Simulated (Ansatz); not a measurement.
# C12H8: one species, many methods

One table from this session's results is given with a row withheld; the runs are named, their logs left out.

Program: Ansatz 0.2.0, Gaussian basis. Level of theory: functionals in def2-TZVPP, the program's frozen cores in correlated methods. These are calculated values, not measurements.

The runs, in order: LDA (SPW92), PBE-D4, revPBE-D4, BLYP-D4, r2SCAN-D4, B97M-V, PBE0-D4, B3LYP-D4, r2SCANh-D4, r2SCAN0-D4, HSE06-D4, BHLYP-D4, CAM-B3LYP-D4, LC-ωPBE, ωB97X-V, ωB97M-V, B2PLYP, PBE-QIDH; CCSD(T)/def2-SVP; CCSD(T)/def2-TZVPP; MP2/def2-QZVPP; extrapolation to the limit.

### The relaxed structure

All runs share one geometry, relaxed beforehand with PBE0-D4 in a triple-zeta def2 set.

20 atoms, charge 0, spin multiplicity 1.

Atoms are counted from 1 here; the program's logs count them from 0.

Bond lengths: C1–C2 1.381 Å, C1–C6 1.411 Å, C1–H13 1.084 Å, C2–C3 1.411 Å, C2–H14 1.084 Å, C3–C4 1.365 Å, C3–H15 1.083 Å, C4–C5 1.416 Å, C4–C12 1.502 Å, C5–C6 1.365 Å, C5–C7 1.502 Å, C6–H16 1.083 Å, C7–C8 1.365 Å, C7–C12 1.416 Å, C8–C9 1.411 Å, C8–H17 1.083 Å, C9–C10 1.381 Å, C9–H18 1.084 Å and more. Angles: C2–C1–C6 122.0°, C2–C1–H13 119.0°, C6–C1–H13 119.1°, C1–C2–C3 122.0°, C1–C2–H14 119.0°, C3–C2–H14 119.1°, C2–C3–C4 115.7°, C2–C3–H15 120.9°, C4–C3–H15 123.4°, C3–C4–C5 122.3°, C3–C4–C12 147.7°, C5–C4–C12 90.0°, C4–C5–C6 122.3°, C4–C5–C7 90.0°, C6–C5–C7 147.7°, C1–C6–C5 115.7°, C1–C6–H16 120.9°, C5–C6–H16 123.4° and more.

Set-up of the first run:

The input, in.yaml:

```yaml
crystal:
  periodic: [false, false, false]
  atoms:
    - {symbol: C, position_ang: [-1.711514, -1.273528, -2.354273]}
    - {symbol: C, position_ang: [-0.611476, -2.106630, -2.298254]}
    - {symbol: C, position_ang: [0.432130, -1.905078, -1.370067]}
    - {symbol: C, position_ang: [0.282813, -0.836402, -0.534548]}
    - {symbol: C, position_ang: [-0.845277, 0.017941, -0.591994]}
    - {symbol: C, position_ang: [-1.858414, -0.170318, -1.486738]}
    - {symbol: C, position_ang: [-0.282788, 0.836414, 0.534523]}
    - {symbol: C, position_ang: [-0.432063, 1.905157, 1.369964]}
    - {symbol: C, position_ang: [0.611477, 2.106642, 2.298240]}
    - {symbol: C, position_ang: [1.711465, 1.273478, 2.354338]}
    - {symbol: C, position_ang: [1.858365, 0.170255, 1.486820]}
    - {symbol: C, position_ang: [0.845223, -0.018026, 0.592086]}
    - {symbol: H, position_ang: [-2.484822, -1.473819, -3.087106]}
    - {symbol: H, position_ang: [-0.548700, -2.940220, -2.988439]}
    - {symbol: H, position_ang: [1.287259, -2.569788, -1.341256]}
    - {symbol: H, position_ang: [-2.728872, 0.472104, -1.545993]}
    - {symbol: H, position_ang: [-1.287297, 2.569736, 1.341287]}
    - {symbol: H, position_ang: [0.548720, 2.940263, 2.988389]}
    - {symbol: H, position_ang: [2.484841, 1.473861, 3.087075]}
    - {symbol: H, position_ang: [2.728918, -0.472049, 1.545957]}
basis:
  gaussian: {orbitals: def2-TZVPP}
hamiltonian: {xc: lda}
output: {orbitals: {seedname: orbitals}}
```

The run is started by

```
> ansatz run in.yaml --threads 4 --pin off --events-out ev --progress --plain --max-ram 66560MiB --backend cuda --devices 0, --max-vram 37GiB
```

Among the steps run: LDA; PBE-D4 (GGA); revPBE-D4 (GGA); BLYP-D4 (GGA); r2SCAN-D4 (meta-GGA); B97M-V (meta-GGA); PBE0-D4 (hybrid); B3LYP-D4 (hybrid); r2SCANh-D4 (hybrid); r2SCAN0-D4 (hybrid); HSE06-D4 (hybrid); BHLYP-D4 (hybrid); CAM-B3LYP-D4 (range-separated); LC-ωPBE (range-separated); ωB97X-V (range-separated); ωB97M-V (range-separated); B2PLYP (double hybrid); PBE-QIDH (double hybrid).

One of the session's tables, all rows but one given; the rest of the session is left out.

It belongs to the step «Frontier levels by functional». 

| functional | HOMO (eV) | LUMO (eV) | gap (eV) |
| --- | --- | --- | --- |
| LDA (SPW92) | -5.28 | -2.52 | 2.77 |
| PBE-D4 | -5.06 | -2.27 | 2.80 |
| revPBE-D4 | -4.98 | -2.18 | 2.81 |
| BLYP-D4 | -4.86 | -2.08 | 2.78 |
| r2SCAN-D4 | ? | ? | ? |
| B97M-V | -5.10 | -2.04 | 3.06 |
| PBE0-D4 | -5.88 | -1.43 | 4.45 |
| B3LYP-D4 | -5.68 | -1.59 | 4.10 |
| r2SCANh-D4 | -5.48 | -1.84 | 3.64 |
| r2SCAN0-D4 | -5.96 | -1.38 | 4.58 |
| HSE06-D4 | -5.50 | -1.80 | 3.70 |
| BHLYP-D4 | -6.51 | -0.43 | 6.08 |
| CAM-B3LYP-D4 | -6.97 | -0.36 | 6.60 |
| LC-ωPBE | -8.18 | 0.60 | 8.79 |
| ωB97X-V | -7.84 | 0.60 | 8.45 |
| ωB97M-V | -7.79 | 0.54 | 8.33 |

Estimate the missing values for r2SCAN-D4.

Worked estimate for «HOMO (eV)». Against the share of exact exchange, r2SCANh-D4 (0.1, -5.48), r2SCAN0-D4 (0.25, -5.96) give a slope of -3.20 per unit share; at 0 the line stands at -5.16.

As computed: HOMO (eV): -5.16; LUMO (eV): -2.15; gap (eV): 3.01. In «HOMO (eV)» the line misses by 0.00.
